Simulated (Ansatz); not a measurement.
# One shape, several levels: GaHOF (SMILES [OH][Ga][F])

Aim: a comparison of 4 runs (UB3LYP/6-31G*, UB3LYP/def2-SVP, UB3LYP/def2-TZVP) of GaHOF. 

Program for the calculation: Ansatz 0.2.0.

2 further runs of the same task are left out: 1 that didn't finish, 1 set aside as unsound or not needed.

## 1. The system as given

GaHOF: 4 atoms, total charge 0, spin state doublet. As SMILES, `[OH][Ga][F]`. The coordinates come from a PBE0-D4/def2-TZVP relaxation.

Bond lengths: O1–Ga2 1.795 Å, Ga2–F3 1.759 Å, O1–H4 0.961 Å. Angles: O1–Ga2–F3 114.7°, Ga2–O1–H4 113.8°.

## 2. Energy and forces at UB3LYP/6-31G(d) (spherical functions) (run 1)

run.yaml

```yaml
crystal:
  periodic: [false, false, false]
  atoms:
    - {symbol: O, position_ang: [-0.928500, 0.061200, -0.333300]}
    - {symbol: Ga, position_ang: [0.802400, 0.214300, 0.117400]}
    - {symbol: F, position_ang: [1.450100, -1.148000, 1.023000]}
    - {symbol: H, position_ang: [-1.268400, 0.812300, -0.827400]}
basis:
  gaussian:
    orbitals: 6-31G_st_-spherical.json
magnetization:
  spin_polarized: true
  initial_magnetization: 1
hamiltonian:
  xc: {name: B3LYP}
accuracy: high
output: {forces: true, orbitals: {seedname: orbitals}}
```

The basis set 6-31G* is read from a file made from the Basis Set Exchange's data (not shown).

Started as:

```
ansatz run run.yaml --threads 1 --pin off --max-ram 2610MiB --events-out events.jsonl --progress --plain --runs-dir runs
```

Log:

```text
Warning: RAYON_NUM_THREADS=1 ignored (pool sized by the plan → 1); use --threads N
Functional definition: B3LYP
  name "B3LYP"
  parameter a0 = 0.2
  parameter ax = 0.72
  parameter ac = 0.81
  exchange = (1 - a0 - ax)*slater_x + ax*b88_x + a0*exact_x
  correlation = (1 - ac)*vwn_rpa_c + ac*lyp_c
1216 factors; integrals over basis functions are off by at most 4.3e-9 eV
mean field evaluation 1: about -57144.4661 eV, gradient 4.7e1 eV
mean field evaluation 2: about -57091.6708 eV, gradient 1.2e2 eV
mean field evaluation 4: about -57151.8498 eV, gradient 1.2e1 eV
mean field evaluation 8: about -57152.4038 eV, gradient 1.1e-1 eV
mean field evaluation 16: about -57152.4038 eV, gradient 4.0e-5 eV
mean field -57152.40382565 eV, -2100.3121013021 hartree, gradient 3.0e-8 eV, S^2 0.752878; 0 other end points of the search recorded, 0 dependent functions left out
the calculation of the forces begins
reference -57152.40385896 eV, -2100.3121025262 hartree; 25, 24 occupied and 37, 38 virtual orbitals, 1216 factors
Total energy: -57152.40385896 eV, -2100.3121025262 hartree
Atom 0 at    -0.928500     0.061200    -0.333300 Å, force    -0.434207    -0.506717     0.130071 eV/Å
Atom 1 at     0.802400     0.214300     0.117400 Å, force     0.458476     0.243378     0.014071 eV/Å
Atom 2 at     1.450100    -1.148000     1.023000 Å, force     0.079470    -0.160227     0.107533 eV/Å
Atom 3 at    -1.268400     0.812300    -0.827400 Å, force    -0.103739     0.423565    -0.251675 eV/Å
Dipole moment:    -0.045733     0.587250    -0.318888 e Å
```

It took 8.7 s on 1 thread of Arm Neoverse V1, shared host; peak memory 0.25 GiB.

## 3. Energy and forces at UB3LYP/def2-SVP (run 2)

run.yaml, as its differences from that of step 2:

```diff
@@ -1 +1,4 @@
+basis:
+  gaussian:
+    orbitals: def2-SVP
 crystal:
@@ -7,5 +10,2 @@
     - {symbol: H, position_ang: [-1.268400, 0.812300, -0.827400]}
-basis:
-  gaussian:
-    orbitals: 6-31G_st_-spherical.json
 magnetization:
@@ -16,2 +16,4 @@
 accuracy: high
-output: {forces: true, orbitals: {seedname: orbitals}}
+output:
+  forces: true
+  orbitals: {seedname: orbitals}
```

Started as:

```
ansatz run run.yaml --threads 1 --pin off --max-ram 2610MiB --events-out events.jsonl --progress --plain --runs-dir runs
```

Log, shortened:

```text
Warning: RAYON_NUM_THREADS=1 ignored (pool sized by the plan → 1); use --threads N
[... 2 set-up lines as earlier in the session ...]
[...]
1243 factors; integrals over basis functions are off by at most 4.1e-9 eV
[...]
mean field -57149.83725431 eV, -2100.2177815448 hartree, gradient 3.2e-8 eV, S^2 0.752694; 0 other end points of the search recorded, 0 dependent functions left out
[...]
reference -57149.83728590 eV, -2100.2177827056 hartree; 25, 24 occupied and 40, 41 virtual orbitals, 1243 factors
Total energy: -57149.83728590 eV, -2100.2177827056 hartree
Atom 0 at    -0.928500     0.061200    -0.333300 Å, force    -0.153822    -0.297931     0.107550 eV/Å
Atom 1 at     0.802400     0.214300     0.117400 Å, force     0.221634     0.185231    -0.028285 eV/Å
Atom 2 at     1.450100    -1.148000     1.023000 Å, force     0.081617    -0.168955     0.112722 eV/Å
Atom 3 at    -1.268400     0.812300    -0.827400 Å, force    -0.149429     0.281655    -0.191988 eV/Å
Dipole moment:    -0.056866     0.596252    -0.326970 e Å
```

Wall time 7.8 s (1 thread of Arm Neoverse V1, shared host); peak memory 0.25 GiB.

Run 3 isn't shown in full; the table further down has it.

## 4. Energy and forces at UB3LYP/def2-TZVP (run 4)

in.yaml

```yaml
crystal:
  periodic: [false, false, false]
  atoms:
    - {symbol: O, position_ang: [-0.928500, 0.061200, -0.333300]}
    - {symbol: Ga, position_ang: [0.802400, 0.214300, 0.117400]}
    - {symbol: F, position_ang: [1.450100, -1.148000, 1.023000]}
    - {symbol: H, position_ang: [-1.268400, 0.812300, -0.827400]}
basis:
  gaussian:
    orbitals: def2-TZVP
magnetization:
  spin_polarized: true
  initial_magnetization: 1
hamiltonian:
  xc: {name: B3LYP}
accuracy: high
output:
  forces: true
  orbitals: {seedname: orbitals}
```

Started as:

```
ansatz run in.yaml --threads 1 --pin off --max-ram 2610MiB --events-out events.jsonl --progress --plain --runs-dir runs
```

Log, shortened:

```text
Warning: RAYON_NUM_THREADS=1 ignored (pool sized by the plan → 1); use --threads N
[... 2 set-up lines as earlier in the session ...]
[...]
1817 factors; integrals over basis functions are off by at most 6.1e-9 eV
[...]
mean field -57162.76050659 eV, -2100.6927023066 hartree, gradient 7.8e-8 eV, S^2 0.752842; 0 other end points of the search recorded, 0 dependent functions left out
[...]
reference -57162.76053852 eV, -2100.6927034799 hartree; 25, 24 occupied and 91, 92 virtual orbitals, 1817 factors
Total energy: -57162.76053852 eV, -2100.6927034799 hartree
Atom 0 at    -0.928500     0.061200    -0.333300 Å, force    -0.265071    -0.125387    -0.016114 eV/Å
Atom 1 at     0.802400     0.214300     0.117400 Å, force     0.230319     0.271944    -0.070639 eV/Å
Atom 2 at     1.450100    -1.148000     1.023000 Å, force     0.126437    -0.260075     0.173753 eV/Å
Atom 3 at    -1.268400     0.812300    -0.827400 Å, force    -0.091685     0.113517    -0.087000 eV/Å
Dipole moment:    -0.025042     0.626208    -0.332773 e Å
```

It took 16 s on 1 thread of Arm Neoverse V1, shared host; peak memory 0.46 GiB.

## 5. All runs side by side

| run | level | Cartesian functions | energy (Eh) | dipole moment (D) | HOMO energy (eV) | LUMO energy (eV) | wall time |
| --- | --- | --- | --- | --- | --- | --- | --- |
| 1 | UB3LYP/6-31G* (spherical functions) | no | -2100.312103 | 3.22 | -6.65 | -4.06 | 8.7 s |
| 2 | UB3LYP/def2-SVP | no | -2100.217783 | 3.28 | -6.63 | -4.02 | 7.8 s |
| 3 | UB3LYP/6-31G* (Cartesian functions) | yes | -2100.320557 | 3.21 | -6.62 | -4.04 | 8.7 s |
| 4 | UB3LYP/def2-TZVP | no | -2100.692703 | 3.41 | -6.80 | -4.16 | 16 s |

## 6. Results

| quantity | value |
| --- | --- |
| run 4: total energy | -2100.69270 Eh |
| run 4: dipole moment | 3.41 D |
| run 4: HOMO energy (highest over α and β) | -6.80 eV |
| run 4: LUMO energy (lowest over α and β) | -4.16 eV |
| run 4: ⟨S²⟩ | 0.753 |
| run 4: largest force on an atom | 0.363 eV/Å |

The dipole moment (its size) runs from 3.21 D (UB3LYP/6-31G*) to 3.41 D (UB3LYP/def2-TZVP). All runs together took 41 s, the longest 16 s.
